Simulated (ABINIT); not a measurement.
SnSe2:

```xyz
3
Lattice="3.8110 0.0000 0.0000 -1.9055 3.3004 0.0000 0.0000 0.0000 6.1360" Properties=species:S:1:pos:R:3 pbc="T T T"
Sn    0.0000    0.0000    0.0000
Se    1.9055    1.1001    4.6081
Se    0.0000    2.2003    1.5279
```

* Program: ABINIT 10.8.3 (patched build)
* Task: relaxation of cell and atoms
* Functional: PBEsol
* Potentials or basis: PseudoDojo NC SR PBEsol v0.4.1 standard
* Cutoff: 1170 eV
* k mesh: 6 × 6 × 4
* Occupations: fermi-dirac, width 0.05 eV
* Spin: no spin polarisation

At the start: pressure 2.8 GPa; volume 25.73 Å³/atom.

Problem. Where does the relaxation end?

Solution. Over 16 steps the energy falls by 13.1 meV/atom and the volume is 25.90 Å³/atom (+0.7 %); space group P-3m1 (No. 164, to 0.05 Å).

Step by step:
| step | energy change (eV) | largest force (eV/Å) | pressure (GPa) | volume (Å³) |
| --- | --- | --- | --- | --- |
| 1 | 0.0000 | 0.6216 | 2.77 | 77.18 |
| 2 | -0.0172 | 0.4641 | 1.88 | 77.83 |
| 3 | -0.0364 | 0.0827 | -0.16 | 79.45 |
| 4 | -0.0368 | 0.0568 | -0.26 | 79.49 |
| 5 | -0.0374 | 0.0120 | -0.33 | 79.40 |
| 6 | -0.0379 | 0.0052 | -0.24 | 79.15 |
| 7 | -0.0381 | 0.0036 | -0.09 | 78.91 |
| 8 | -0.0381 | 0.0143 | -0.01 | 78.83 |
| 9 | -0.0382 | 0.0222 | 0.03 | 78.77 |
| 10 | -0.0383 | 0.0347 | 0.09 | 78.64 |
| 11 | -0.0385 | 0.0481 | 0.17 | 78.40 |
| 12 | -0.0388 | 0.0538 | 0.23 | 78.00 |
| 13 | -0.0391 | 0.0389 | 0.18 | 77.70 |
| 14 | -0.0393 | 0.0121 | 0.06 | 77.63 |
| 15 | -0.0393 | 0.0008 | 0.00 | 77.69 |
| 16 | -0.0393 | 0.0000 | 0.00 | 77.70 |

Final structure:
```
CELL_PARAMETERS angstrom
3.82836 0.00000 0.00000
-1.91418 3.31546 0.00000
0.00000 0.00000 6.12170
ATOMIC_POSITIONS crystal
Sn 0.00000 0.00000 0.00000
Se 0.66667 0.33333 0.74114
Se 0.33333 0.66667 0.25886
```

Caveat: this functional lacks dispersion, which binds the layers, so the pressure and a relaxed spacing across them are unreliable.
